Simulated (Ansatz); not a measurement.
# GaAsH+ (singlet): wave-function methods side by side, cc-pVDZ

One table from this session's results is given with a row withheld; the runs are named, their logs left out.

Method: cc-pVDZ, core rule «outside noble gas», up to 28 orbitals frozen; program: Ansatz 0.2.0, Gaussian basis.

To be run: UHF; CCSD(T) on RHF; CCSD(T) on UHF; BCCD(T) on RHF; CISD; CCSDT(Q) on RHF; CCSDT(Q) on UHF; CISDTQ; CCSDTQ on RHF; CCSDTQ on UHF.

13 further runs of the same task are left out: 8 for a known fault of the program, 5 set aside as unsound or not needed.

### The system

The geometry is a PBE0/def2-TZVP stationary point (not a proven minimum) of the parent state, kept for this charge and spin. No spin-orbit coupling is included. The filled d shell of Ga, As may be among the frozen orbitals whatever the setting's name suggests; the logs give the count.

3 atoms, charge 1, spin multiplicity 1.

Atoms are counted from 1 here; the program's logs count them from 0.

Bond lengths: Ga1–As2 2.222 Å, Ga1–H3 1.556 Å. Angles: As2–Ga1–H3 180.0°.

Set-up of the first run:

in.yaml reads:

```yaml
crystal:
  periodic: [false, false, false]
  atoms:
    - {symbol: Ga, position_ang: [0.000000, 0.000000, 0.222200]}
    - {symbol: As, position_ang: [0.000000, 0.000000, -2.000200]}
    - {symbol: H, position_ang: [0.000000, 0.000000, 1.778000]}
basis:
  gaussian: {orbitals: cc-pVDZ}
total_charge: 1
magnetization: {spin_polarized: true, initial_magnetization: 0}
hamiltonian: {xc: hf}
output: {orbitals: {seedname: orbitals}}
```

Launch:

```
$ ansatz run in.yaml --threads 1 --pin off --events-out ev --progress --plain --max-ram 4096MiB --backend cpu
```

Among the steps run: UHF; CCSD(T) on RHF; CCSD(T) on UHF; BCCD(T) on RHF; CISD; CCSDT(Q) on RHF; CCSDT(Q) on UHF; CISDTQ; CCSDTQ on RHF; CCSDTQ on UHF.

One table of the session follows, with a row left open; its other results are not shown here.

```
   method  from RCCSDT(Q) (kcal/mol)
      RHF                    +102.76
      UHF                     +74.24
     RMP2                     +29.45
     UMP2                          ?
    RCCSD                      +8.58
    UCCSD                      -9.86
 RCCSD(T)                      +4.93
 UCCSD(T)                     -13.84
  BCCD(T)                      +4.97
   RCCSDT                      +1.15
   UCCSDT                     -19.69
RCCSDT(Q)                          0
UCCSDT(Q)                     -21.07
  RCCSDTQ                      +0.23
  UCCSDTQ                     -20.91
```

Q: Estimate the row for UMP2 from the others.

The run gave: from RCCSDT(Q) (kcal/mol): +9.88. In the column «from RCCSDT(Q) (kcal/mol)» it lies between RCCSD (+8.58) and RMP2 (+29.45).

Caveats from the session: The determinant is far from a pure spin state, so its energy mixes those of several spin states (harmless only where they are near-degenerate, as at dissociation). The report flags that the cluster equations may have other roots. The program flags UCCSD(T), RCCSDT(Q), UCCSDT(Q), RCCSDTQ, UCCSDTQ as in doubt, so the zero of the table is itself unsure. Warnings: restricted reference is unstable; spin contamination. Restricted and unrestricted rows rest on different reference determinants; where their highest levels disagree by more than a few hundredths of an eV, they describe different states and don't form one ladder.
